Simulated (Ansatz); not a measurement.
Write a Python script for Ansatz 0.2.0 through its Python package that makes a band structure of HgTe, space group I-4m2. Use: LDA, PAW, the default cutoff (420 eV here), 8×8×8 k-points, Fermi-Dirac smearing of 0.05 eV.

```
Hg Te
1.0
    -3.04560    3.04560    1.55941
     3.04560   -3.04560    1.55941
     3.04560    3.04560   -1.55941
Hg Te
1 1
Cartesian
  3.0456 0.0000 0.7797
  0.0000 0.0000 0.0000
```

Script `run_bands.py`:
```python
'''Bands of HgTe along a path through the zone.'''

import warnings

import ansatz as az
import numpy as np
from pymatgen.core import Lattice, Structure
from pymatgen.io.ase import AseAtomsAdaptor


def main() -> None:
    warnings.simplefilter('ignore', az.DeckWarning)

    pmg_structure = Structure(
        Lattice([[-3.045603, 3.045603, 1.55941], [3.045603, -3.045603, 1.55941], [3.045603, 3.045603, -1.55941]]),
        ['Hg', 'Te'],
        [
            [0.25, 0.75, 0.5],
            [0.0, 0.0, 0.0],
        ],
    )
    system = az.Crystal.from_ase(AseAtomsAdaptor.get_atoms(pmg_structure))

    # high-symmetry points in fractions of the reciprocal vectors
    path = [
        ('G', (0.0, 0.0, 0.0)),
        ('X', (-0.5, 0.5, 0.0)),
        ('M', (-0.5, 0.5, 0.5)),
        ('G', (0.0, 0.0, 0.0)),
        ('Z', (-0.31554, -0.31554, 0.31554)),
    ]
    setup = system.calculation()
    setup = setup.occupations('fermi_dirac', width=0.05)
    setup = setup.kpoints(mesh=(8, 8, 8)).functional('LDA')
    setup = setup.band_structure([point for _, point in path], intervals=8).scf(extra_bands=10)
    done = setup.run(threads=1)
    r = done.report

    energy = r['free_energy_ev']
    print('F of the HgTe cell: {:.6f} eV = {:.6f} Ry = {:.6f} Ha'.format(energy, energy / 13.605693, energy / 27.211386))
    print('Fermi level {:.4f} eV, {} k-points, {} symmetry operations'.format(r['fermi_energy_ev'], r['n_kpoints'], r['n_symmetry_ops']))

    bands = done.band_structure()
    fermi = bands.fermi_energy_ev
    print(f'zero of the bands: {fermi:.3f} eV, the Fermi level found on the SCF mesh')
    for spin, channel in enumerate(bands.channels):
        levels = channel.eigenvalues_ev - fermi
        crossing = [b for b in range(levels.shape[1]) if levels[:, b].min() < 0 < levels[:, b].max()]
        print(f'channel {spin}: bands that cross the Fermi level on this path:', [b + 1 for b in crossing] or 'none')
        shown = crossing or sorted(np.argsort(np.abs(levels).min(axis=0))[:2])
        for k, row in zip(bands.kpoints_frac, levels[:, shown]):
            print(f'{k[0]:7.3f} {k[1]:7.3f} {k[2]:7.3f}  ', ' '.join(f'{e:8.3f}' for e in row))


if __name__ == '__main__':
    main()
```

```console
$ python run_bands.py
F of the HgTe cell: -20349.603223 eV = -1495.668264 Ry = -747.834132 Ha
Fermi level 10.6764 eV, 59 k-points, 8 symmetry operations
zero of the bands: 10.676 eV, the Fermi level found on the SCF mesh
channel 0: bands that cross the Fermi level on this path: [18, 19]
  0.000   0.000   0.000     -2.443    3.364
 -0.062   0.062   0.000     -2.131    3.352
 -0.125   0.125   0.000     -1.570    3.317
 -0.188   0.188   0.000     -0.986    3.263
 -0.250   0.250   0.000     -0.428    3.196
 -0.313   0.313   0.000      0.100    3.115
 -0.375   0.375   0.000      0.604    2.815
 -0.438   0.438   0.000      1.089    2.261
 -0.500   0.500   0.000      1.424    1.900
 -0.500   0.500   0.062      0.949    2.205
 -0.500   0.500   0.125      0.115    2.923
 -0.500   0.500   0.187     -0.752    3.068
 -0.500   0.500   0.250     -1.590    3.065
 -0.500   0.500   0.312     -2.381    3.058
 -0.500   0.500   0.375     -3.114    3.052
 -0.500   0.500   0.438     -3.781    3.047
 -0.500   0.500   0.500     -4.320    3.045
 -0.438   0.438   0.438     -3.441    3.049
 -0.375   0.375   0.375     -2.291    3.062
 -0.313   0.313   0.313     -1.021    3.087
 -0.250   0.250   0.250      0.152    3.060
 -0.187   0.187   0.187      0.321    3.056
 -0.125   0.125   0.125     -0.669    3.269
 -0.063   0.063   0.063     -1.779    3.340
  0.000   0.000   0.000     -2.443    3.364
 -0.039  -0.039   0.039     -2.345    2.558
 -0.079  -0.079   0.079     -2.070    0.952
 -0.118  -0.118   0.118     -1.674   -0.667
 -0.158  -0.158   0.158     -1.253   -1.253
 -0.197  -0.197   0.197     -0.973   -0.973
 -0.237  -0.237   0.237     -1.051   -0.294
 -0.276  -0.276   0.276     -1.516   -1.065
 -0.316  -0.316   0.316     -2.177   -2.154
```

Absolute energies stand on the zero of these potentials, so only differences at equal settings mean something. A total without «per atom» is that of the cell as typed. Only differences from the Fermi energy are physical; the zero of the scale is a convention. Spin-orbit coupling, which matters for elements this heavy, is left out. The structure comes from a database of computed cells and needn't be a stable or known phase. Levels are Kohn-Sham eigenvalues on this mesh, without spin-orbit coupling. Run time: 14 s on 1 thread of Arm Neoverse V1 (shared host), peak memory 0.5 GiB.
